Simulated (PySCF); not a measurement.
# One shape, several levels: ZrH2SeOF2 (SMILES [OH][Zr]([F])([F])[SeH])

Wanted: a comparison of 6 runs (HF/STO-3G, HF/3-21G, HF/def2-TZVP, PBE0/3-21G, r2SCAN/def2-SVP, CCSD(T)/3-21G) of ZrH2SeOF2. The job is set up through a Python script.

The calculation is run with PySCF 2.14.0.

### 1 The system as given

ZrH2SeOF2: 7 atoms, total charge 0, spin state singlet. SMILES: `[OH][Zr]([F])([F])[SeH]`. The coordinates come from a PBE0-D4/def2-TZVP relaxation. This is one conformer, not always the lowest.

Bond lengths: O1–Zr2 1.894 Å, Zr2–F3 1.899 Å, Zr2–F4 1.899 Å, Zr2–Se5 2.596 Å, O1–H6 0.954 Å, Se5–H7 1.472 Å. Angles: O1–Zr2–F3 111.4°, O1–Zr2–F4 111.5°, O1–Zr2–Se5 107.6°, F3–Zr2–F4 107.0°, F3–Zr2–Se5 109.7°, F4–Zr2–Se5 109.6°, Zr2–O1–H6 168.4°, Zr2–Se5–H7 88.2°.

### 2 Energy and gradient at HF/STO-3G (run 1)

The input, mol.xyz:

```xyz
7
F2H2OSeZr
O     -1.134400     0.383600     0.912800
Zr     0.161600    -0.654800     0.001100
F      1.341600    -1.513700     1.215400
F     -0.649500    -2.016700    -1.044000
Se     1.505800     0.944600    -1.540600
H     -1.835800     0.738800     1.452500
H      0.671900     2.050300    -1.043000
```

The input, calc.py:

```python
import pyscf.grad
from pyscf import gto

mol = gto.Mole()
mol.atom = 'mol.xyz'
mol.verbose = 4
mol.charge = 0
mol.spin = 0
mol.basis = 'sto-3g'
mol.max_memory = 1860
mol.build()

hf = mol.RHF()
hf.conv_tol = 1e-10
hf.kernel()
if not hf.converged:
    hf = hf.newton().run(hf.mo_coeff, hf.mo_occ)

etot = hf.e_tot
print('Final energy', etot)
grad = hf.Gradients().kernel()
hf.analyze()
```

Command:

```
$ OMP_NUM_THREADS=1 python calc.py
```

What it wrote:

```text
PySCF version 2.14.0

[... 81 lines left out ...]
Two-electron Coulomb Energy =         3416.393347720188103
[... 10 lines left out ...]
MO #8   energy= -53.4026620891669  occ= 2
[... 8 lines left out ...]
MO #17  energy= -12.7784703545316  occ= 2
[... 8 lines left out ...]
MO #26  energy= -5.98519714017103  occ= 2
[... 8 lines left out ...]
MO #35  energy= -1.54483829442841  occ= 2
[... 8 lines left out ...]
MO #44  energy= -0.473082832097865 occ= 2
[... 8 lines left out ...]
MO #53  energy= 0.294570462742642  occ= 0
[... 8 lines left out ...]
MO #62  energy= 1.01184185584441   occ= 0
[... 72 lines left out ...]
Dipole moment(X, Y, Z, Debye): -2.98099,  0.21081,  2.58719
```

Run time: 21 s. Hardware: 1 thread of Intel Xeon at 2.50GHz (Skylake/Cascade Lake), shared host; peak memory 0.13 GiB.

### 3 Energy and forces at HF/3-21G (run 2)

The input, start.xyz:

```xyz
7
F2H2OSeZr
O     -1.134400     0.383600     0.912800
Zr     0.161600    -0.654800     0.001100
F      1.341600    -1.513700     1.215400
F     -0.649500    -2.016700    -1.044000
Se     1.505800     0.944600    -1.540600
H     -1.835800     0.738800     1.452500
H      0.671900     2.050300    -1.043000
```

The input, input.py:

```python
import pyscf.grad
from pyscf import gto, scf

system = gto.Mole()
system.atom = 'start.xyz'
system.verbose = 4
system.basis = '3-21g'
system.max_memory = 1860
system.build()

hf = scf.RHF(system)
hf.conv_tol = 1e-10
hf.kernel()
if not hf.converged:
    hf = hf.newton().run(hf.mo_coeff, hf.mo_occ)

etot = hf.e_tot
print('E(%s) = %.9f' % ('HF', etot))
grad = hf.Gradients().kernel()
dip = hf.dip_moment()
pop, q = hf.mulliken_pop()
```

Command:

```
$ OMP_NUM_THREADS=1 python input.py
```

What it wrote:

```text
PySCF version 2.14.0

[... 65 lines left out ...]
converged SCF energy = -6184.24366903353
[... 14 lines left out ...]
Dipole moment(X, Y, Z, Debye): -3.19706,  1.45779,  2.49983
[... 97 lines left out ...]
charge of    6H =     -0.00247
```

Run time: 21 s. Hardware: 1 thread of Intel Xeon at 2.50GHz (Skylake/Cascade Lake), shared host; peak memory 0.18 GiB.

### 4 Energy and gradient at HF/def2-TZVP (core potential) (run 3)

The input, input.py:

```python
import pyscf.grad
from pyscf import gto, scf

mol = gto.M(
    atom=[
    ('O', (-1.134400, 0.383600, 0.912800)),
    ('Zr', (0.161600, -0.654800, 0.001100)),
    ('F', (1.341600, -1.513700, 1.215400)),
    ('F', (-0.649500, -2.016700, -1.044000)),
    ('Se', (1.505800, 0.944600, -1.540600)),
    ('H', (-1.835800, 0.738800, 1.452500)),
    ('H', (0.671900, 2.050300, -1.043000)),
],
    verbose=4,
    ecp={'Zr': 'def2-svp'},
    basis='def2-tzvp',
    max_memory=1860,
)

mf = scf.RHF(mol)
mf.conv_tol = 1e-10
mf.kernel()
if not mf.converged:
    mf = mf.newton().run(mf.mo_coeff, mf.mo_occ)

e_final = mf.e_tot
print('E = %.10f Eh' % e_final)
grad = mf.Gradients().kernel()
mf.analyze()
```

Command:

```
$ OMP_NUM_THREADS=1 python input.py
```

What it wrote:

```text
PySCF version 2.14.0

[... 89 lines left out ...]
MO #1   energy= -460.819929499452  occ= 2
[... 23 lines left out ...]
MO #25  energy= -0.897574539291483 occ= 2
[... 23 lines left out ...]
MO #49  energy= 0.231913022090171  occ= 0
[... 23 lines left out ...]
MO #73  energy= 0.832245054708127  occ= 0
[... 23 lines left out ...]
MO #97  energy= 1.44858990702393   occ= 0
[... 23 lines left out ...]
MO #121 energy= 2.31819891866402   occ= 0
[... 23 lines left out ...]
MO #145 energy= 3.98621709589271   occ= 0
[... 23 lines left out ...]
MO #169 energy= 7.39368596536536   occ= 0
[... 23 lines left out ...]
MO #193 energy= 72.684366419689    occ= 0
[... 203 lines left out ...]
Dipole moment(X, Y, Z, Debye): -2.45384,  1.58557,  1.81434
```

It took 3.4 min on 1 thread of Intel Xeon at 2.50GHz (Skylake/Cascade Lake), shared host; peak memory 1.4 GiB.

Runs 4 to 5 aren't shown in full; the table further down has their settings and results.

### 5 A single-point energy at CCSD(T)/3-21G (run 6)

mol.xyz, as its differences from that of step 2:

```diff
@@ -1,3 +1,3 @@
 7
-F2H2OSeZr
+
 O     -1.134400     0.383600     0.912800
```

The input, calc.py:

```python
from pyscf import gto, cc

mol = gto.M(
    atom='mol.xyz',
    basis='3-21g',
    max_memory=1860,
    spin=0,
    verbose=4,
)

calc0 = mol.RHF()
calc0.conv_tol = 1e-10
calc0.kernel()
if not calc0.converged:
    calc0 = calc0.newton().run(calc0.mo_coeff, calc0.mo_occ)

mycc = cc.CCSD(calc0, frozen=26)
mycc.kernel()
e_t = mycc.ccsd_t()
e_final = mycc.e_tot + e_t
print('Final energy', e_final)
calc0.analyze()
```

Command:

```
$ OMP_NUM_THREADS=1 python calc.py
```

What it wrote:

```text
PySCF version 2.14.0

[... 93 lines left out ...]
CCSD converged
[... 16 lines left out ...]
MO #5   energy= -83.31823941595    occ= 2
[... 11 lines left out ...]
MO #17  energy= -13.1122566225775  occ= 2
[... 11 lines left out ...]
MO #29  energy= -2.5231681968457   occ= 2
[... 11 lines left out ...]
MO #41  energy= -0.641505726520268 occ= 2
[... 11 lines left out ...]
MO #53  energy= 0.0584105516665478 occ= 0
[... 11 lines left out ...]
MO #65  energy= 0.310525413036409  occ= 0
[... 11 lines left out ...]
MO #77  energy= 1.2917821364532    occ= 0
[... 11 lines left out ...]
MO #89  energy= 3.83915750934776   occ= 0
[... 99 lines left out ...]
Dipole moment(X, Y, Z, Debye): -3.19706,  1.45779,  2.49983
```

Wall time 48 s (1 thread of Intel Xeon at 2.50GHz (Skylake/Cascade Lake), shared host); peak memory 0.4 GiB.

### 6 All runs side by side

| run | level | core potential | integration grid | energy (Eh) | dipole moment (D) of the reference | HOMO energy (eV) | LUMO energy (eV) | wall time |
| --- | --- | --- | --- | --- | --- | --- | --- | --- |
| 1 | HF/STO-3G | – | – | -6148.085648 | 3.95 | -6.53 | 7.72 | 21 s |
| 2 | HF/3-21G | – | – | -6184.243669 | 4.31 | -9.69 | 1.21 | 21 s |
| 3 | HF/def2-TZVP (core potential) | def2-svp | – | -2721.696017 | 3.44 | -9.82 | 1.32 | 3.4 min |
| 4 | PBE0/3-21G | – | 5 | -6188.338708 | 4.14 | -6.96 | -1.50 | 63 s |
| 5 | r2SCAN/def2-SVP (core potential) | def2-svp | 5 | -2724.401306 | 3.52 | -6.34 | -1.97 | 2.4 min |
| 6 | CCSD(T)/3-21G | – | – | -6184.878156 | 4.31 | -9.69 | 1.21 | 48 s |

### 7 What came out

```
                                           quantity           value
                                run 6: total energy  -6184.87816 Eh
        run 6: dipole moment (Hartree–Fock density)          4.31 D
         run 6: HOMO energy (Hartree–Fock orbitals)        -9.69 eV
         run 6: LUMO energy (Hartree–Fock orbitals)         1.21 eV
       run 6: HOMO–LUMO gap (Hartree–Fock orbitals)        10.90 eV
run 6: correlation energy (26 core orbitals frozen)      -634.5 mEh
                              run 6: (T) correction      -20.95 mEh
                               run 6: T1 diagnostic           0.017
```

In words: Over runs 1, 2, 3, 4, 5 the dipole moment (its size) runs from 3.44 D (HF/def2-TZVP) to 4.31 D (HF/3-21G). The two ends differ in basis and core potential. Over runs 1, 2, 3, 4, 5 the HOMO–LUMO gap runs from 4.37 eV (r2SCAN/def2-SVP) to 14.25 eV (HF/STO-3G). The two ends differ in method and basis and core potential. Totals of different functionals can't be ranked against each other. Some runs of one species differ in core potentials or relativity; totals across that change don't compare. In run 1 the basis is minimal, so the values are rough. In runs 1, 2, 4, 6 relativity is left out where basis or elements ask for it. All runs together took 8.4 min, the longest 3.4 min.
